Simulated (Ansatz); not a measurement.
# RbBr2: the cost of one run

Program: Ansatz 0.2.0. Level of theory: DFT PBE, scalar-relativistic, plane waves, PAW. These are calculated values, not measurements.

## (1) Starting point

Symmetry: P4/mmm, No. 123, tetragonal system. Conventional cell: a = 3.802 Å, b = 3.802 Å, c = 4.795 Å, α = 90.00°, β = 90.00°, γ = 90.00°. Around Rb (site symmetry 4/mmm) lie 8 Br at 3.06 Å. Br (site symmetry mmm) has 4 Br at 2.69 Å and 4 Rb at 3.06 Å as nearest neighbours.

Structure file:

```
Rb Br
1.0
     3.80248    0.00000    0.00000
     0.00000    3.80248    0.00000
     0.00000    0.00000    4.79536
Rb Br
1 2
Direct
  0.00000 0.00000 0.50000
  0.00000 0.50000 0.00000
  0.50000 0.00000 0.00000
```

The cell is invented: Rb between sheets of the Se type, stage 1 (P4/mmm, No. 123). The dimensions are guesses.

## (2) A first look at the guess

input.yaml

```yaml
crystal:
  lattice:
    - [3.80248369, 0.0, 0.0]
    - [0.0, 3.80248369, 0.0]
    - [0.0, 0.0, 4.7953642]
  atoms:
    - { symbol: Rb, position: [0.0, 0.0, 0.5] }
    - { symbol: Br, position: [0.0, 0.5, 0.0] }
    - { symbol: Br, position: [0.5, 0.0, 0.0] }
basis:
  ecutwfc: 420
kpoints:
  mp_grid: { grid: [4, 4, 4] }
hamiltonian:
  xc: pbe
scf:
  occupations: { method: gaussian, width: 0.1 }
  lower_state_search: "off"
output:
  forces: true
  stress: true
  eigenvalues: true
```

The run is started by

```sh
ansatz run input.yaml --threads 1 --pin off --max-ram 2048MiB --backend cpu --events-out ev --progress --plain --runs-dir out
```

What time and memory should one allow on 1 thread of Arm Neoverse V1, shared host?

About 1.4 s, with a peak of 0.29 GiB.
